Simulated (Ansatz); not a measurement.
# GeAsH2 (quartet): from Hartree-Fock to the top rungs, cc-pVTZ

The task here is to estimate one member of a computed series from the others.

Program: Ansatz 0.2.0, Gaussian basis. Level of theory: cc-pVTZ, core rule «outside noble gas», up to 28 orbitals frozen. These are calculated values, not measurements.

To be run: UHF; CCSD(T) on ROHF; CCSD(T) on UHF; BCCD(T) on ROHF; CCSDT(Q) on ROHF; CCSDT(Q) on UHF; CASSCF and MRCISD+Q, 11 electrons in 10 orbitals; CASSCF and NEVPT2, 11 electrons in 10 orbitals.

5 further runs of the same task are left out: 5 set aside as unsound or not needed. Runs told in other sessions of the task aren't counted.

**The system**

The geometry is a PBE0/def2-TZVP stationary point (not a proven minimum). No spin-orbit coupling is included. The filled d shell of Ge, As may be among the frozen orbitals whatever the setting's name suggests.

4 atoms, charge 0, spin multiplicity 4.

Atoms are counted from 1 here; the program's logs count them from 0.

Bond lengths: Ge1–As2 2.476 Å, Ge1–H3 1.556 Å, Ge1–H4 1.556 Å. Angles: As2–Ge1–H3 109.5°, As2–Ge1–H4 109.5°, H3–Ge1–H4 105.6°.

The first run:

The input, in.yaml:

```yaml
crystal:
  periodic: [false, false, false]
  atoms:
    - {symbol: Ge, position_ang: [0.042430, 0.000000, 1.232357]}
    - {symbol: As, position_ang: [-0.021540, 0.000000, -1.242487]}
    - {symbol: H, position_ang: [-0.728368, 1.239617, 1.771279]}
    - {symbol: H, position_ang: [-0.728367, -1.239618, 1.771279]}
basis:
  gaussian: {orbitals: cc-pVTZ}
magnetization: {spin_polarized: true, initial_magnetization: 3}
hamiltonian: {xc: hf}
output: {orbitals: {seedname: orbitals}}
```

Started as:

```console
> ansatz run in.yaml --threads 1 --pin off --events-out ev --progress --plain --max-ram 2560MiB --backend cpu
```

Among the steps run: UHF; CCSD(T) on ROHF; CCSD(T) on UHF; BCCD(T) on ROHF; CCSDT(Q) on ROHF; CCSDT(Q) on UHF; CASSCF and MRCISD+Q, 11 electrons in 10 orbitals; CASSCF and NEVPT2, 11 electrons in 10 orbitals.

One of the session's tables, all rows but one given; the rest of the session is left out.

| method | from UCCSDT(Q) (kJ/mol) |
| --- | --- |
| ROHF | +623.7 |
| UHF | +605.3 |
| RMP2 | +118.5 |
| UMP2 | +120.2 |
| RCCSD | +28.6 |
| UCCSD | +26.7 |
| RCCSD(T) | +6.0 |
| UCCSD(T) | +4.7 |
| BCCD(T) | +6.0 |
| RCCSDT | +2.4 |
| UCCSDT | +0.9 |
| RCCSDT(Q) | +1.4 |
| UCCSDT(Q) | 0 |
| CASSCF valence | +493.4 |
| NEVPT2 valence | +122.2 |
| MRCISD valence | ? |
| MRCISD+Q valence | +9.1 |

Q: Estimate the row for MRCISD valence from the others.

The run gave: from UCCSDT(Q) (kJ/mol): +50.2. In the column «from UCCSDT(Q) (kJ/mol)» it lies between RCCSD (+28.6) and RMP2 (+118.5).

With the free atoms at the same levels and basis (separate runs), the atomisation energy is 7.013 eV at UCCSDT(Q), 7.012 eV at RCCSD(T), 6.996 eV at UCCSD(T), 4.948 eV at ROHF.

To keep in mind: Restricted and unrestricted rows rest on different reference determinants; a gap between their highest levels can come from leftover correlation error, from unlike frozen cores or from another state.
